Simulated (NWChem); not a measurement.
# One shape, several levels: AlBNH4F (SMILES [NH2][AlH][BH]F)

Wanted: a comparison of 6 runs (HF/def2-SVPD, M06-2X/def2-SVPD, B3LYP/def2-SVPD, PBE/def2-SVPD, SVWN5/def2-SVPD, MP2/def2-SVPD) of AlBNH4F. 

Program for the calculation: NWChem 7.3.0.

1 further run of the same task is left out (set aside as unsound or not needed). Runs told in other sessions of the task aren't counted.

## (1) The system as given

The species is AlBNH4F (8 atoms), meant as a singlet with charge 0. As SMILES, `[NH2][AlH][BH]F`. Geometry: relaxed at PBE0-D4/def2-TZVP. This is one conformer, not always the lowest.

Bond lengths: N1–Al2 1.770 Å, Al2–B3 2.169 Å, B3–F4 1.330 Å, N1–H5 1.008 Å, N1–H6 1.008 Å, Al2–H7 1.590 Å, B3–H8 1.208 Å. Angles: N1–Al2–B3 116.8°, Al2–B3–F4 118.5°, N1–Al2–H7 116.9°, B3–Al2–H7 126.3°, Al2–N1–H5 125.6°, Al2–N1–H6 124.3°, Al2–B3–H8 127.4°, F4–B3–H8 114.1°, H5–N1–H6 110.2°.

## (2) Energy and forces at HF/def2-SVPD (run 1)

The input, albfh4n.nw:

```
start albfh4n
memory 2200 mb

geometry noautosym nocenter noautoz
  N     -1.034900     1.238000     0.178100
  Al     0.358400     0.247200     0.637000
  B      0.824000    -1.438600    -0.645900
  F      0.022100    -1.693000    -1.675500
  H     -1.365500     2.050100     0.674400
  H     -1.614500     1.063500    -0.627700
  H      1.149400     0.679500     1.946200
  H      1.753200    -2.203800    -0.542400
end

basis spherical bse
  * library def2-SVPD
end

scf
  nopen 0
  rhf
  thresh 1e-08
  maxiter 80
end

task scf gradient
```

Started as:

```sh
$ nwchem albfh4n.nw > albfh4n.out
```

What it wrote:

```text
[...]
  functions       =   119
[...]
  wavefunction    = RHF
[...]
         Total SCF energy =   -422.672703536256
      One-electron energy =   -842.216215106029
      Two-electron energy =    290.841721831201
 Nuclear repulsion energy =    128.701789738573
        Time for solution =     36.4s
[...]
                         RHF ENERGY GRADIENTS
    atom               coordinates                        gradient
                 x          y          z           x          y          z
   1 N      -1.955677   2.339481   0.336560    0.009333  -0.006899   0.002815
   2 Al      0.677278   0.467140   1.203755   -0.002367  -0.001098  -0.003647
   3 B       1.557134  -2.718560  -1.220574   -0.003015   0.003173   0.000159
   4 F       0.041763  -3.199306  -3.166236    0.001063   0.000032   0.001114
   5 H      -2.580421   3.874127   1.274431   -0.001853   0.005784   0.004037
   6 H      -3.050963   2.009724  -1.186181   -0.003531  -0.001859  -0.005763
   7 H       2.172051   1.284069   3.677785    0.000062   0.001106   0.001227
   8 H       3.313068  -4.164578  -1.024987    0.000307  -0.000238   0.000059
[...]
```

Wall time 51 s (1 thread of Intel Xeon Platinum 8259CL at 2.50GHz (Skylake/Cascade Lake), shared host); peak memory 0.1 GiB.

## (3) Energy and forces at M06-2X/def2-SVPD (run 2)

The input, work.nw:

```
start work
title "AlBFH4N gradient"
memory total 2200 mb
charge 0
geometry units angstrom noautosym nocenter noautoz
  N       -1.034900       1.238000       0.178100
  Al       0.358400       0.247200       0.637000
  B        0.824000      -1.438600      -0.645900
  F        0.022100      -1.693000      -1.675500
  H       -1.365500       2.050100       0.674400
  H       -1.614500       1.063500      -0.627700
  H        1.149400       0.679500       1.946200
  H        1.753200      -2.203800      -0.542400
end
basis spherical bse
  N library def2-SVPD
  Al library def2-SVPD
  B library def2-SVPD
  F library def2-SVPD
  H library def2-SVPD
end
dft
  xc m06-2x
  grid fine
  convergence energy 1e-08
  iterations 100
  mulliken
  print low
end
task dft gradient
```

Started as:

```sh
$ nwchem work.nw > work.out
```

What it wrote:

```text
[...]
 d= 0,ls=0.0,diis     1   -423.9555703616 -5.53D+02  1.33D-02  6.48D-01     4.2
[...]
 d= 0,ls=0.0,diis     9   -424.0439008566 -8.28D-09  1.06D-06  6.86D-09    32.9
         Total DFT energy =     -424.043900856598
      One electron energy =     -842.245538687901
           Coulomb energy =      330.999040703950
    Exchange-Corr. energy =      -41.499192611220
 Nuclear repulsion energy =      128.701789738573
[...]
      Total Density - Mulliken Population Analysis
     ---------------------------------------------
    Atom       Charge   Shell Charges
 -----------   ------   -------------------------------------------------------
    1 N    7     6.95   1.99  0.97  0.38 -0.22  2.45  1.40  0.01 -0.03
    2 Al  13    12.56   2.00  1.98  0.98  0.08  0.10  5.92  0.88  0.40  0.17  0.05
    3 B    5     5.11   1.99  0.85  0.44 -0.04  1.41  0.37  0.10 -0.01
    4 F    9     9.37   1.99  1.13  0.74  0.14  3.36  1.87  0.13  0.01  0.01
    5 H    1     1.08   0.75  0.21  0.04  0.08
    6 H    1     1.04   0.74  0.18  0.04  0.07
    7 H    1     1.14   0.72  0.43  0.01 -0.02
    8 H    1     0.75   0.77  0.01  0.01 -0.03
[...]
                         DFT ENERGY GRADIENTS
    atom               coordinates                        gradient
                 x          y          z           x          y          z
   1 N      -1.955677   2.339481   0.336560    0.000228  -0.000258  -0.000033
   2 Al      0.677278   0.467140   1.203755   -0.005139   0.003034  -0.002298
   3 B       1.557134  -2.718560  -1.220574   -0.003551  -0.002349  -0.005890
   4 F       0.041763  -3.199306  -3.166236    0.004243   0.000523   0.004648
   5 H      -2.580421   3.874127   1.274431    0.001255  -0.003178  -0.002023
   6 H      -3.050963   2.009724  -1.186181    0.002442   0.000807   0.003470
   7 H       2.172051   1.284069   3.677785    0.001195   0.000942   0.002294
   8 H       3.313068  -4.164578  -1.024987   -0.000673   0.000479  -0.000167
 Task  times  cpu:       51.7s     wall:       51.7s
 Total times  cpu:       51.8s     wall:       51.8s
```

Wall time 53 s (1 thread of Intel Xeon Platinum 8259CL at 2.50GHz (Skylake/Cascade Lake), shared host); peak memory 0.13 GiB.

## (4) Energy and forces at B3LYP/def2-SVPD (run 3)

The input, run.py:

```python
from ase import Atoms
from ase.calculators.nwchem import NWChem

system = Atoms('NAlBFHHHH', positions=[
    [-1.034900, 1.238000, 0.178100],
    [0.358400, 0.247200, 0.637000],
    [0.824000, -1.438600, -0.645900],
    [0.022100, -1.693000, -1.675500],
    [-1.365500, 2.050100, 0.674400],
    [-1.614500, 1.063500, -0.627700],
    [1.149400, 0.679500, 1.946200],
    [1.753200, -2.203800, -0.542400],
])

calc = NWChem(
    label='albfh4n',
    theory='dft',
    memory='2200 mb',
    basis='def2-SVPD',
    basispar='spherical bse',
    dft={'xc': 'b3lyp', 'mult': '1', 'grid': 'fine', 'convergence': 'energy 1e-08', 'iterations': '100', 'mulliken': None},
)
system.calc = calc

forces = system.get_forces()
print("Total energy (eV):", round(system.get_potential_energy(), 6))
print("forces (eV/A):")
for s, f in zip(system.symbols, forces):
    print(f"{s:2s} {f[0]:10.5f} {f[1]:10.5f} {f[2]:10.5f}")
print("dipole (e A):", system.get_dipole_moment().round(4))
```

Started as:

```sh
$ export ASE_NWCHEM_COMMAND="nwchem PREFIX.nwi > PREFIX.nwo"
$ python run.py
```

What it wrote:

```text
Total energy (eV): -11542.047196
forces (eV/A):
N    -0.09343    0.07929   -0.01656
Al    0.39518   -0.27310    0.13699
B     0.18512    0.16676    0.35162
F    -0.27896   -0.08258   -0.35440
H    -0.11076    0.23736    0.13092
H    -0.18455   -0.03270   -0.23263
H    -0.01712   -0.00828   -0.02813
H     0.10449   -0.08680    0.01219
dipole (e A): [-0.1037  0.1422  0.0282]
```

The calculator wrote albfh4n.nwi:

```
title "albfh4n"

permanent_dir albfh4n

scratch_dir albfh4n

start albfh4n

geometry units angstrom nocenter noautosym noautoz
  N  -1.0348999999999999e+00 1.2380000000000000e+00 1.7810000000000001e-01
  Al 3.5840000000000000e-01 2.4720000000000000e-01 6.3700000000000001e-01
  B  8.2399999999999995e-01 -1.4386000000000001e+00 -6.4590000000000003e-01
  F  2.2100000000000002e-02 -1.6930000000000001e+00 -1.6755000000000000e+00
  H  -1.3654999999999999e+00 2.0501000000000000e+00 6.7440000000000000e-01
  H  -1.6145000000000000e+00 1.0634999999999999e+00 -6.2770000000000004e-01
  H  1.1494000000000000e+00 6.7949999999999999e-01 1.9461999999999999e+00
  H  1.7532000000000001e+00 -2.2038000000000002e+00 -5.4239999999999999e-01
end

memory 2200 mb

basis spherical bse noprint
   * library def2-SVPD
end

dft
  xc b3lyp
  mult 1
  grid fine
  convergence energy 1e-08
  iterations 100
  mulliken
end

task dft gradient
```

albfh4n.nwo:

```text
Northwest Computational Chemistry Package (NWChem) 7.3.0
             --------------------------------------------------------

           Job information
           ---------------

    nwchem branch   = 7.3.0
    use scalapack   = T
    input           = albfh4n.nwi
    prefix          = albfh4n.
    data base       = albfh4n/albfh4n.db
    status          = startup
    nproc           =        1

           Memory information
           ------------------

    heap     =     72089598 doubles =      550.0 Mbytes
    stack    =     72089595 doubles =      550.0 Mbytes
    global   =    144179200 doubles =     1100.0 Mbytes (distinct from heap & stack)
    total    =    288358393 doubles =     2200.0 Mbytes
    verify   = yes
    hardfail = no

[... 108 lines left out ...]
  convergence criterion.
[... 42 lines left out ...]
          Spatial weights used:  Erf1
[... 74 lines left out ...]
         Total DFT energy =     -424.162414434202
[... 3 lines left out ...]
 Nuclear repulsion energy =      128.701789738573
[... 909 lines left out ...]
          Convergence on gradient requested:  5.00D-04
[... 29 lines left out ...]
          total energy or number of iterations.
[... 26 lines left out ...]
                         DFT ENERGY GRADIENTS

    atom               coordinates                        gradient
                 x          y          z           x          y          z
   1 N      -1.955677   2.339481   0.336560    0.001817  -0.001542   0.000322
   2 Al      0.677278   0.467140   1.203755   -0.007685   0.005311  -0.002664
   3 B       1.557134  -2.718560  -1.220574   -0.003600  -0.003243  -0.006838
[... 4 lines of this table left out ...]
   8 H       3.313068  -4.164578  -1.024987   -0.002032   0.001688  -0.000237

                 ----------------------------------------
                 |  Time  |  1-e(secs)   |  2-e(secs)   |
                 ----------------------------------------
                 |  CPU   |       0.02   |      12.29   |
                 ----------------------------------------
                 |  WALL  |       0.02   |      12.29   |
                 ----------------------------------------

 Task  times  cpu:       44.5s     wall:       44.5s
 Total times  cpu:       44.6s     wall:       44.6s
```

Run time: 46 s. Hardware: 1 thread of Intel Xeon Platinum 8259CL at 2.50GHz (Skylake/Cascade Lake), shared host; peak memory 0.13 GiB.

Runs 4 to 5 aren't shown in full; the table further down has their settings and results.

## (5) Energy and gradient at MP2/def2-SVPD (run 6)

The input, mymol.nw:

```
start mymol
memory 2200 mb

geometry units au noautosym nocenter noautoz
 N     -1.95567757     2.33948094     0.33656022
 Al     0.67727784     0.46714030     1.20375554
 B      1.55713433    -2.71856000    -1.22057410
 F      0.04176295    -3.19930633    -3.16623612
 H     -2.58042102     3.87412753     1.27443130
 H     -3.05096283     2.00972373    -1.18618109
 H      2.17205121     1.28406890     3.67778498
 H      3.31306784    -4.16457843    -1.02498745
end

basis spherical bse
 * library def2-SVPD
end

scf
 singlet
 rhf
 thresh 1e-08
 maxiter 80
 noprint "final vectors analysis"
end

mp2
 freeze core 8
 tight
end

task mp2 gradient
```

Started as:

```sh
$ nwchem mymol.nw > mymol.out
```

What it wrote:

```text
[...]
  functions       =   119
[...]
  wavefunction    = RHF
[...]
         Total SCF energy =   -422.672703536387
      One-electron energy =   -842.216196616158
      Two-electron energy =    290.841712585707
 Nuclear repulsion energy =    128.701780494064
        Time for solution =     35.9s
[...]
          Total MP2 energy          -423.197809656571
[...]
                         mp2 ENERGY GRADIENTS
    atom               coordinates                        gradient
                 x          y          z           x          y          z
   1 N      -1.955678   2.339481   0.336560    0.003949  -0.002872   0.001220
   2 Al      0.677278   0.467140   1.203756   -0.010777   0.006319  -0.004911
   3 B       1.557134  -2.718560  -1.220574   -0.010178  -0.003459  -0.013415
   4 F       0.041763  -3.199306  -3.166236    0.011196   0.002908   0.013793
   5 H      -2.580421   3.874128   1.274431    0.002455  -0.005462  -0.003124
   6 H      -3.050963   2.009724  -1.186181    0.004204   0.000931   0.005490
   7 H       2.172051   1.284069   3.677785    0.000574   0.000543   0.001207
   8 H       3.313068  -4.164578  -1.024987   -0.001424   0.001092  -0.000260
[...]
```

Run time: 92 s. Hardware: 1 thread of Intel Xeon Platinum 8259CL at 2.50GHz (Skylake/Cascade Lake), shared host; peak memory 0.48 GiB.

## (6) Overview of the runs

```tsv
run	level	iteration cap	module	energy (Eh)	dipole moment (D)	largest force (eV/Å)	wall time
1	HF/def2-SVPD	80	scf	-422.672704	0.76	0.614	51 s
2	M06-2X/def2-SVPD	100	dft	-424.043901	–	0.374	53 s
3	B3LYP/def2-SVPD	100	dft	-424.162414	0.86	0.500	46 s
4	PBE/def2-SVPD	100	dft	-423.783218	0.99	0.788	49 s
5	SVWN5/def2-SVPD	100	dft	-421.690284	0.99	0.716	39 s
6	MP2/def2-SVPD	80	mp2	-423.197810	0.81	0.926	92 s
```

## (7) Results

| quantity | value |
| --- | --- |
| run 6: total energy | -423.19781 Eh |
| run 6: dipole moment (of the density that the program reports) | 0.81 D |
| run 6: correlation energy (8 core orbitals frozen) | -525.1 mEh |
| run 6: largest force on an atom | 0.926 eV/Å |

In words: Over runs 1, 3, 4, 5, 6 the dipole moment (its size) runs from 0.76 D (HF/def2-SVPD) to 0.99 D (SVWN5/def2-SVPD). Over runs 1, 3, 5 the HOMO–LUMO gap runs from 2.79 eV (SVWN5/def2-SVPD) to 11.28 eV (HF/def2-SVPD). Exact exchange widens orbital gaps. Totals of different functionals can't be ranked against each other. All runs together took 5.5 min, the longest 92 s.
